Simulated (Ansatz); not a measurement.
# C2H6ClFOSi: rotation by 120° about the Si2–C5 bond, part 1 of 2

Aim: the minimum-energy path and barrier of the rotation by 120° about the Si2–C5 bond. The ends are relaxed first, then joined by a nudged elastic band. SMILES of the start: C[Si](F)(Cl)CO.

Method: RKS PBE0/cc-pVDZ, in Ansatz 0.2.0.

**1. The structure to begin with**

Bond lengths: C1–Si2 1.851 Å, Si2–F3 1.623 Å, Si2–Cl4 2.116 Å, Si2–C5 1.874 Å, C5–O6 1.432 Å, C1–H7 1.119 Å, C1–H8 1.039 Å, C1–H9 1.117 Å, C5–H10 1.137 Å, C5–H11 1.078 Å, O6–H12 0.964 Å. Angles (14 of 19 angles, heavy atoms first): C1–Si2–F3 110.2°, C1–Si2–Cl4 106.7°, C1–Si2–C5 112.1°, F3–Si2–Cl4 109.9°, F3–Si2–C5 107.2°, Cl4–Si2–C5 110.7°, Si2–C5–O6 118.1°, Si2–C1–H7 110.4°, Si2–C1–H8 114.9°, Si2–C1–H9 106.3°, Si2–C5–H10 108.5°, Si2–C5–H11 110.0°, O6–C5–H10 106.4°, O6–C5–H11 108.0°.

Coordinates:

```xyz
12

C     0.9373    0.2567   -1.4611
Si    0.4609    0.5302    0.3067
F    -0.3008    1.9540    0.4681
Cl    2.2563    0.5418    1.4257
C    -0.7030   -0.7968    0.9360
O    -2.0192   -0.8591    0.3760
H     1.5804    1.0966   -1.8257
H     1.4305   -0.6385   -1.6482
H    -0.0058    0.3349   -2.0551
H    -0.8362   -0.6589    2.0566
H    -0.2481   -1.7687    0.8283
H    -2.4753   -0.0475    0.6267
```

**2. End point A**

input.yaml

```yaml
crystal:
  periodic: [false, false, false]
  atoms:
    - { symbol: C, position_ang: [0.9373, 0.2567, -1.4611] }
    - { symbol: Si, position_ang: [0.4609, 0.5302, 0.3067] }
    - { symbol: F, position_ang: [-0.3008, 1.954, 0.4681] }
    - { symbol: Cl, position_ang: [2.2563, 0.5418, 1.4257] }
    - { symbol: C, position_ang: [-0.703, -0.7968, 0.936] }
    - { symbol: O, position_ang: [-2.0192, -0.8591, 0.376] }
    - { symbol: H, position_ang: [1.5804, 1.0966, -1.8257] }
    - { symbol: H, position_ang: [1.4305, -0.6385, -1.6482] }
    - { symbol: H, position_ang: [-0.0058, 0.3349, -2.0551] }
    - { symbol: H, position_ang: [-0.8362, -0.6589, 2.0566] }
    - { symbol: H, position_ang: [-0.2481, -1.7687, 0.8283] }
    - { symbol: H, position_ang: [-2.4753, -0.0475, 0.6267] }
basis:
  gaussian: { orbitals: cc-pVDZ }
hamiltonian:
  xc: pbe0
relax:
  f_tol: 0.015
  max_steps: 40
```

Command:

```sh
$ ansatz run input.yaml --threads 2 --pin off --max-ram 3072MiB --backend cpu --events-out ev --progress --plain --runs-dir out
```

Output (excerpt; [...] marks lines left out):

```text
Warning: RAYON_NUM_THREADS=2 ignored (pool sized by the plan → 2); use --threads N
[...]
Functional definition: PBE0
[...]
1305 factors; integrals over basis functions are off by at most 2.9e-4 eV
[...]
mean field -27324.59999530 eV, -1004.1605285483 hartree, gradient 6.2e-5 eV, S^2 0.000000; 0 other end points of the search recorded, 0 dependent functions left out
[...]
reference -27324.60002200 eV, -1004.1605295294 hartree; 33, 33 occupied and 89, 89 virtual orbitals, 1305 factors
relax step   1: F+E_penalty+E_count = -27324.59999530 eV  Δ(F+E_penalty+E_count) = +0.000e0 eV  max|allowed force component| = 3.185e0 eV/Å  Δτ_max = 0.0000 Å  (27 SCF iters, accepted)
[...]
relax step   4: F+E_penalty+E_count = -27324.86568187 eV  Δ(F+E_penalty+E_count) = -6.307e-3 eV  max|allowed force component| = 1.151e-1 eV/Å  Δτ_max = 0.0431 Å  (28 SCF iters, accepted)
[...]
relax step   7: F+E_penalty+E_count = -27324.87193182 eV  Δ(F+E_penalty+E_count) = -7.397e-4 eV  max|allowed force component| = 4.507e-2 eV/Å  Δτ_max = 0.0285 Å  (29 SCF iters, accepted)
[...]
relax step  10: F+E_penalty+E_count = -27324.87234131 eV  Δ(F+E_penalty+E_count) = -8.543e-6 eV  max|allowed force component| = 1.558e-2 eV/Å  Δτ_max = 0.0083 Å  (22 SCF iters, accepted)
[...]
relax step  11: F+E_penalty+E_count = -27324.87235113 eV  Δ(F+E_penalty+E_count) = -9.823e-6 eV  max|allowed force component| = 1.895e-2 eV/Å  Δτ_max = 0.0034 Å  (22 SCF iters, accepted)
[...]
1305 factors; integrals over basis functions are off by at most 3.7e-4 eV
[...]
mean field -27324.87236947 eV, -1004.1705381145 hartree, gradient 5.4e-5 eV, S^2 0.000000; 1 other end points of the search recorded, 0 dependent functions left out
[...]
reference -27324.87239641 eV, -1004.1705391042 hartree; 33, 33 occupied and 89, 89 virtual orbitals, 1305 factors
Total energy: -27324.87239641 eV, -1004.1705391042 hartree
Atom 0 at     0.907291     0.271803    -1.484286 Å, force    -0.000258    -0.000221    -0.001300 eV/Å
Atom 1 at     0.465527     0.452202     0.307871 Å, force    -0.001169    -0.000829     0.001556 eV/Å
Atom 2 at    -0.379669     1.862836     0.490298 Å, force    -0.000606     0.000127    -0.000038 eV/Å
Atom 3 at     2.179277     0.620132     1.473956 Å, force     0.000510    -0.000231     0.000234 eV/Å
Atom 4 at    -0.705528    -0.846566     1.001452 Å, force     0.002267     0.001179    -0.000322 eV/Å
Atom 5 at    -1.960069    -0.676611     0.352947 Å, force    -0.002513     0.000218    -0.001502 eV/Å
Atom 6 at     1.398668     1.182300    -1.857421 Å, force     0.000107    -0.000003     0.000335 eV/Å
Atom 7 at     1.585501    -0.581618    -1.633397 Å, force     0.000061    -0.000130     0.000145 eV/Å
Atom 8 at    -0.013361     0.096925    -2.062515 Å, force     0.000202     0.000095    -0.000231 eV/Å
Atom 9 at    -0.775696    -0.784808     2.104567 Å, force     0.000449     0.000022     0.000230 eV/Å
Atom 10 at    -0.351192    -1.861909     0.763337 Å, force     0.000140     0.000079     0.000485 eV/Å
Atom 11 at    -2.273748     0.210014     0.577192 Å, force     0.000810    -0.000306     0.000408 eV/Å
Dipole moment:    -0.025704    -0.189908    -0.183422 e Å
```

Wall time 63 s (2 threads of Arm Neoverse V1, shared host); peak memory 0.31 GiB.

Step by step:

```
step  energy from step 1 (eV)  largest force component (eV/Å)
   1                   0.0000                          3.1850
   2                  -0.2317                          0.8609
   3                  -0.2594                          0.2837
   4                  -0.2657                          0.1151
   5                  -0.2692                          0.1200
   6                  -0.2712                          0.0641
   7                  -0.2719                          0.0451
   8                  -0.2723                          0.0311
   9                  -0.2723                          0.0156
  10                  -0.2723                          0.0156
  11                  -0.2724                          0.0189
  12                  -0.2724                          0.0025
```

Step 1 is the start.

After: Bond lengths: C1–Si2 1.855 Å, Si2–F3 1.655 Å, Si2–Cl4 2.080 Å, Si2–C5 1.881 Å, C5–O6 1.422 Å, C1–H7 1.100 Å, C1–H8 1.100 Å, C1–H9 1.101 Å, C5–H10 1.107 Å, C5–H11 1.101 Å, O6–H12 0.967 Å. Angles (14 of 19 angles, heavy atoms first): C1–Si2–F3 108.1°, C1–Si2–Cl4 110.7°, C1–Si2–C5 115.9°, F3–Si2–Cl4 106.9°, F3–Si2–C5 103.3°, Cl4–Si2–C5 111.2°, Si2–C5–O6 107.4°, Si2–C1–H7 110.7°, Si2–C1–H8 110.7°, Si2–C1–H9 108.9°, Si2–C5–H10 111.6°, Si2–C5–H11 110.9°, O6–C5–H10 113.1°, O6–C5–H11 107.2°.

**3. End point B**

The second end starts from a geometry with the move made by hand.

input.yaml

```yaml
crystal:
  periodic: [false, false, false]
  atoms:
    - { symbol: C, position_ang: [0.9373, 0.2567, -1.4611] }
    - { symbol: Si, position_ang: [0.4609, 0.5302, 0.3067] }
    - { symbol: F, position_ang: [-0.3008, 1.954, 0.4681] }
    - { symbol: Cl, position_ang: [2.2563, 0.5418, 1.4257] }
    - { symbol: C, position_ang: [-0.703, -0.7968, 0.936] }
    - { symbol: O, position_ang: [-0.31087, -2.16511, 0.78162] }
    - { symbol: H, position_ang: [1.5804, 1.0966, -1.8257] }
    - { symbol: H, position_ang: [1.4305, -0.6385, -1.6482] }
    - { symbol: H, position_ang: [-0.0058, 0.3349, -2.0551] }
    - { symbol: H, position_ang: [-1.70043, -0.68561, 0.40188] }
    - { symbol: H, position_ang: [-0.92602, -0.629, 1.97774] }
    - { symbol: H, position_ang: [-0.27951, -2.34856, -0.16439] }
basis:
  gaussian: { orbitals: cc-pVDZ }
hamiltonian:
  xc: pbe0
relax:
  f_tol: 0.015
  max_steps: 40
```

Command:

```sh
$ ansatz run input.yaml --threads 2 --pin off --max-ram 3072MiB --backend cpu --events-out ev --progress --plain --runs-dir out
```

Output (excerpt; [...] marks lines left out):

```text
Warning: RAYON_NUM_THREADS=2 ignored (pool sized by the plan → 2); use --threads N
[...]
Functional definition: PBE0
[...]
1304 factors; integrals over basis functions are off by at most 3.1e-4 eV
[...]
mean field -27324.55243678 eV, -1004.1587808047 hartree, gradient 4.5e-5 eV, S^2 0.000000; 0 other end points of the search recorded, 0 dependent functions left out
[...]
reference -27324.55246362 eV, -1004.1587817913 hartree; 33, 33 occupied and 89, 89 virtual orbitals, 1304 factors
relax step   1: F+E_penalty+E_count = -27324.55243678 eV  Δ(F+E_penalty+E_count) = +0.000e0 eV  max|allowed force component| = 3.041e0 eV/Å  Δτ_max = 0.0000 Å  (26 SCF iters, accepted)
[...]
relax step   4: F+E_penalty+E_count = -27324.76993607 eV  Δ(F+E_penalty+E_count) = -3.025e-3 eV  max|allowed force component| = 7.843e-2 eV/Å  Δτ_max = 0.0322 Å  (29 SCF iters, accepted)
[...]
Atom 2 at    -0.328809     1.979130     0.415598 Å, force    -0.002625     0.001714     0.000134 eV/Å
Atom 3 at     2.129635     0.641909     1.479158 Å, force    -0.000617    -0.002695    -0.000147 eV/Å
Atom 4 at    -0.727933    -0.810110     0.961823 Å, force     0.000357    -0.007744    -0.000047 eV/Å
Atom 5 at    -0.243061    -2.105226     0.631230 Å, force    -0.002160     0.003744     0.001979 eV/Å
Atom 6 at     1.633979     1.045688    -1.796563 Å, force    -0.000695    -0.000145     0.000790 eV/Å
Atom 7 at     1.456371    -0.714877    -1.584330 Å, force     0.000327     0.000062    -0.000044 eV/Å
Atom 8 at     0.063297     0.268004    -2.140187 Å, force     0.000762    -0.001063     0.000007 eV/Å
Atom 9 at    -1.765138    -0.637209     0.611768 Å, force     0.002321     0.000260     0.000320 eV/Å
Atom 10 at    -0.757765    -0.748622     2.060957 Å, force     0.000246     0.001045    -0.001491 eV/Å
Atom 11 at    -0.394226    -2.241458    -0.311690 Å, force    -0.000270     0.000766    -0.000185 eV/Å
Dipole moment:    -0.271956    -0.250468    -0.536168 e Å
```

Wall time 63 s (2 threads of Arm Neoverse V1, shared host); peak memory 0.31 GiB.

The steps of the relaxation:

```
step  energy from step 1 (eV)  largest force component (eV/Å)
   1                   0.0000                          3.0408
   2                  -0.1916                          0.8346
   3                  -0.2145                          0.1570
   4                  -0.2175                          0.0784
   5                  -0.2184                          0.0935
   6                  -0.2197                          0.1298
   7                  -0.2205                          0.0506
  8x                  -0.2203                          0.0605
   9                  -0.2208                          0.0088
  10                  -0.2210                          0.0182
  11                  -0.2210                          0.0189
  12                  -0.2211                          0.0077
```

Step 1 is the start. 1 step was tried and not accepted (marked x).

After: Bond lengths: C1–Si2 1.860 Å, Si2–F3 1.649 Å, Si2–Cl4 2.077 Å, Si2–C5 1.887 Å, C5–O6 1.422 Å, C1–H7 1.100 Å, C1–H8 1.101 Å, C1–H9 1.102 Å, C5–H10 1.108 Å, C5–H11 1.101 Å, O6–H12 0.965 Å. Angles (14 of 19 angles, heavy atoms first): C1–Si2–F3 109.0°, C1–Si2–Cl4 109.1°, C1–Si2–C5 113.9°, F3–Si2–Cl4 106.4°, F3–Si2–C5 108.3°, Cl4–Si2–C5 109.9°, Si2–C5–O6 110.5°, Si2–C1–H7 110.2°, Si2–C1–H8 110.4°, Si2–C1–H9 110.6°, Si2–C5–H10 110.6°, Si2–C5–H11 109.4°, O6–C5–H10 112.8°, O6–C5–H11 107.0°.

**4. The band**

crystal.atoms is end A as relaxed above, and neb.final_atoms is end B, turned to lie on A. With 7 inner images the band has 9 in all. The start path is listed, through a guess of the saddle.

input.yaml

```yaml
crystal:
  periodic: [false, false, false]
  atoms:
    - { symbol: C, position_ang: [0.907291, 0.271803, -1.484286] }
    - { symbol: Si, position_ang: [0.465527, 0.452202, 0.307871] }
    - { symbol: F, position_ang: [-0.379669, 1.862836, 0.490298] }
    - { symbol: Cl, position_ang: [2.179277, 0.620132, 1.473956] }
    - { symbol: C, position_ang: [-0.705528, -0.846566, 1.001452] }
    - { symbol: O, position_ang: [-1.960069, -0.676611, 0.352947] }
    - { symbol: H, position_ang: [1.398668, 1.1823, -1.857421] }
    - { symbol: H, position_ang: [1.585501, -0.581618, -1.633397] }
    - { symbol: H, position_ang: [-0.013361, 0.096925, -2.062515] }
    - { symbol: H, position_ang: [-0.775696, -0.784808, 2.104567] }
    - { symbol: H, position_ang: [-0.351192, -1.861909, 0.763337] }
    - { symbol: H, position_ang: [-2.273748, 0.210014, 0.577192] }
basis:
  gaussian: { orbitals: cc-pVDZ }
hamiltonian:
  xc: pbe0
neb:
  order_check: false
  images: 7
  f_tol: 0.03
  max_iterations: 60
  final_atoms:
    - { symbol: C, position_ang: [0.61426309, 0.50000283, -1.45044058] }
    - { symbol: Si, position_ang: [0.54201031, 0.51506954, 0.40831985] }
    - { symbol: F, position_ang: [0.39629332, 2.07290001, 0.92761332] }
    - { symbol: Cl, position_ang: [2.34431933, -0.18832502, 1.16282132] }
    - { symbol: C, position_ang: [-0.88858639, -0.48594099, 1.12494144] }
    - { symbol: O, position_ang: [-0.97004066, -1.75899926, 0.49692403] }
    - { symbol: H, position_ang: [1.48150353, 1.07836684, -1.80198913] }
    - { symbol: H, position_ang: [0.71613253, -0.53097243, -1.82226023] }
    - { symbol: H, position_ang: [-0.29811865, 0.94687375, -1.87659658] }
    - { symbol: H, position_ang: [-1.83564869, 0.08611112, 1.06124795] }
    - { symbol: H, position_ang: [-0.70737311, -0.66658992, 2.19605954] }
    - { symbol: H, position_ang: [-1.31775361, -1.62379646, -0.39263994] }
  initial_path:
    images:
      - { positions_ang: [[0.907291, 0.271803, -1.484286], [0.465527, 0.452202, 0.307871], [-0.379669, 1.862836, 0.490298], [2.179277, 0.620132, 1.473956], [-0.705528, -0.846566, 1.001452], [-1.960069, -0.676611, 0.352947], [1.398668, 1.1823, -1.857421], [1.585501, -0.581618, -1.633397], [-0.013361, 0.096925, -2.062515], [-0.775696, -0.784808, 2.104567], [-0.351192, -1.861909, 0.763337], [-2.273748, 0.210014, 0.577192]] }
      - { positions_ang: [[0.85920111, 0.30062727, -1.47096923], [0.49239889, 0.46446915, 0.33369851], [-0.25168777, 1.89734237, 0.57960654], [2.25582981, 0.47862166, 1.40483148], [-0.7079344, -0.80409928, 1.02429201], [-1.85279858, -0.85625244, 0.30498768], [1.41015706, 1.17280966, -1.84637181], [1.43736393, -0.57292299, -1.67297578], [-0.07862533, 0.24896681, -2.00724974], [-0.93838654, -0.61092735, 2.01773979], [-0.3257313, -1.74477137, 1.01012787], [-2.22278588, -0.02916349, 0.35628368]] }
      - { positions_ang: [[0.81111121, 0.32945155, -1.45765246], [0.51927079, 0.47673629, 0.35952603], [-0.12370653, 1.93184873, 0.66891508], [2.33238261, 0.33711131, 1.33570696], [-0.7103408, -0.76163257, 1.04713203], [-1.74552816, -1.03589388, 0.25702836], [1.42164612, 1.16331933, -1.83532263], [1.28922686, -0.56422798, -1.71255456], [-0.14388966, 0.40100863, -1.95198447], [-1.10107708, -0.43704671, 1.93091257], [-0.3002706, -1.62763373, 1.25691874], [-2.17182376, -0.26834097, 0.13537535]] }
      - { positions_ang: [[0.76302132, 0.35827582, -1.44433569], [0.54614268, 0.48900344, 0.38535354], [0.0042747, 1.9663551, 0.75822362], [2.40893542, 0.19560097, 1.26658244], [-0.7127472, -0.71916585, 1.06997204], [-1.63825774, -1.21553532, 0.20906903], [1.43313519, 1.15382899, -1.82427344], [1.14108979, -0.55553296, -1.75213334], [-0.209154, 0.55305044, -1.89671921], [-1.26376761, -0.26316606, 1.84408536], [-0.2748099, -1.5104961, 1.50370961], [-2.12086164, -0.50751846, -0.08553297]] }
      - { positions_ang: [[0.71493142, 0.38710009, -1.43101892], [0.57301457, 0.50127058, 0.41118105], [0.13225593, 2.00086146, 0.84753216], [2.48548823, 0.05409062, 1.19745792], [-0.7151536, -0.67669913, 1.09281205], [-1.53098732, -1.39517676, 0.16110971], [1.44462425, 1.14433866, -1.81322426], [0.99295272, -0.54683795, -1.79171212], [-0.27441833, 0.70509226, -1.84145394], [-1.42645815, -0.08928541, 1.75725815], [-0.2493492, -1.39335847, 1.75050048], [-2.06989952, -0.74669595, -0.3064413]] }
      - { positions_ang: [[0.68976434, 0.41532578, -1.43587434], [0.56526351, 0.50472032, 0.41046575], [0.19826528, 2.0188711, 0.86755245], [2.450196, -0.00651329, 1.18879877], [-0.7585118, -0.6290096, 1.1008444], [-1.39075065, -1.48613239, 0.24506329], [1.45384407, 1.1278457, -1.81041548], [0.92374767, -0.54287157, -1.79934915], [-0.28034341, 0.76553763, -1.8502396], [-1.52875579, -0.04543628, 1.5832556], [-0.36385518, -1.21166633, 1.86189025], [-1.88186304, -0.96597108, -0.32799096]] }
      - { positions_ang: [[0.66459726, 0.44355146, -1.44072975], [0.55751244, 0.50817006, 0.40975045], [0.26427462, 2.03688073, 0.88757274], [2.41490378, -0.0671172, 1.18013962], [-0.80187, -0.58132006, 1.10887675], [-1.25051399, -1.57708801, 0.32901687], [1.46306389, 1.11135275, -1.8076067], [0.85454262, -0.53890519, -1.80698618], [-0.28626849, 0.82598301, -1.85902526], [-1.63105342, -0.00158715, 1.40925305], [-0.47836116, -1.0299742, 1.97328001], [-1.69382656, -1.1852462, -0.34954062]] }
      - { positions_ang: [[0.63943017, 0.47177715, -1.44558517], [0.54976137, 0.5116198, 0.40903515], [0.33028397, 2.05489037, 0.90759303], [2.37961156, -0.12772111, 1.17148047], [-0.84522819, -0.53363053, 1.1169091], [-1.11027732, -1.66804364, 0.41297045], [1.47228371, 1.09485979, -1.80479791], [0.78533758, -0.53493881, -1.8146232], [-0.29219357, 0.88642838, -1.86781092], [-1.73335106, 0.04226198, 1.2352505], [-0.59286713, -0.84828206, 2.08466978], [-1.50579009, -1.40452133, -0.37109028]] }
      - { positions_ang: [[0.61426309, 0.50000283, -1.45044058], [0.54201031, 0.51506954, 0.40831985], [0.39629332, 2.07290001, 0.92761332], [2.34431933, -0.18832502, 1.16282132], [-0.88858639, -0.48594099, 1.12494144], [-0.97004066, -1.75899926, 0.49692403], [1.48150353, 1.07836684, -1.80198913], [0.71613253, -0.53097243, -1.82226023], [-0.29811865, 0.94687375, -1.87659658], [-1.83564869, 0.08611112, 1.06124795], [-0.70737311, -0.66658992, 2.19605954], [-1.31775361, -1.62379646, -0.39263994]] }
```

Command:

```sh
$ ansatz run input.yaml --threads 2 --pin off --max-ram 3072MiB --backend cpu --events-out ev --progress --plain --runs-dir out
```

Output (excerpt; [...] marks lines left out):

```text
Warning: RAYON_NUM_THREADS=2 ignored (pool sized by the plan → 2); use --threads N
[...]
Functional definition: PBE0
[...]
1307 factors; integrals over basis functions are off by at most 4.4e-4 eV
[...]
mean field -27324.87233888 eV, -1004.1705369901 hartree, gradient 5.5e-5 eV, S^2 0.000000; 0 other end points of the search recorded, 0 dependent functions left out
[...]
reference -27324.87236581 eV, -1004.1705379796 hartree; 33, 33 occupied and 89, 89 virtual orbitals, 1307 factors
1307 factors; integrals over basis functions are off by at most 5.3e-4 eV
[...]
mean field -27324.77352217 eV, -1004.1669055432 hartree, gradient 4.4e-5 eV, S^2 0.000000; 0 other end points of the search recorded, 0 dependent functions left out
[...]
reference -27324.77354894 eV, -1004.1669065270 hartree; 33, 33 occupied and 89, 89 virtual orbitals, 1307 factors
[...]
Atom 2 at     0.212645     2.062316     0.860658 Å, force     0.000017    -0.008063    -0.003414 eV/Å
Atom 3 at     2.419722     0.094627     1.242626 Å, force     0.001652    -0.000429    -0.002138 eV/Å
Atom 4 at    -0.761835    -0.641270     1.135116 Å, force    -0.005231    -0.019971    -0.023891 eV/Å
Atom 5 at    -1.338850    -1.474653     0.138813 Å, force    -0.000203     0.008359     0.010436 eV/Å
Atom 6 at     1.506959     1.040236    -1.808951 Å, force     0.000872    -0.001087    -0.001483 eV/Å
Atom 7 at     0.805758    -0.609446    -1.763289 Å, force     0.000242    -0.001420    -0.002855 eV/Å
Atom 8 at    -0.263168     0.815624    -1.898998 Å, force     0.001063     0.001359    -0.000083 eV/Å
Atom 9 at    -1.516261    -0.052480     1.691838 Å, force    -0.000470     0.007376     0.006820 eV/Å
Atom 10 at    -0.285744    -1.309273     1.869210 Å, force     0.003597     0.001696     0.005667 eV/Å
Atom 11 at    -1.926311    -0.928317    -0.396519 Å, force    -0.000169    -0.002767    -0.003235 eV/Å
Dipole moment:    -0.389112    -0.040775    -0.334959 e Å
this run last wrote the band of iteration 7 to <dir>
```

Run time: 4.2 min. Hardware: 2 threads of Arm Neoverse V1, shared host; peak memory 0.35 GiB.

(Continued in part 2 of 2.)
